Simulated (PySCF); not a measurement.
# C2H11BN2: the cost of one run

The runs use PySCF 2.14.0, with density-fitted response routines of our own; the level of theory stands in each step. All values are computed, except where a source is named. Atoms are numbered from 0 throughout.

### Step 1. Starting geometry

16 atoms, charge 0, multiplicity 1; geometry from: GFN2-xTB. The atoms were then displaced at random by about 0.01 Å, so the start is not that level's minimum.

Bonds of the start (Å): C0–N1 1.43, N1–C2 1.46, N1–B3 1.75, B3–N4 1.46, C0–H5 1.08, C0–H6 1.10, C0–H7 1.10, N1–H8 1.03, C2–H9 1.09, C2–H10 1.09, C2–H11 1.07, B3–H12 1.22, B3–H13 1.19, N4–H14 1.01, N4–H15 1.02.

### Step 2. Geometry optimisation at PBE0-D3(BJ)/def2-SVP

The job: settings as JSON, then the geometry in Å.

```
{"job": {"xc": "PBE0", "basis": "def2-SVP", "d3": "d3bj", "grid": 1, "shake": 0.01, "kind": "geom"}, "charge": 0, "multiplicity": 1}
C     -0.714240     1.199670     0.386360
N     -0.383750    -0.188430     0.329300
C     -1.505320    -1.019140    -0.114900
B      1.090130    -0.414180    -0.588780
N      2.057530     0.387420     0.155380
H      0.144340     1.787460     0.683600
H     -1.017610     1.548840    -0.614250
H     -1.541660     1.419190     1.073320
H     -0.072270    -0.466630     1.275160
H     -2.368270    -0.893350     0.541330
H     -1.188050    -2.063030    -0.090400
H     -1.738560    -0.744830    -1.121770
H      0.745690     0.008030    -1.676110
H      1.199530    -1.596940    -0.516190
H      2.789840    -0.135820     0.622140
H      2.483610     1.169370    -0.333450
```

The run is started by

```console
$ OMP_NUM_THREADS=1 python probes_run.py task.json out
```

The driver reads the jobs from task.json and runs them one after another.

**Question.** How long does this first job take on 1 thread of Arm Neoverse V2, shared host, and how much memory does it need?

About 36 s, with a peak of 0.5 GiB.
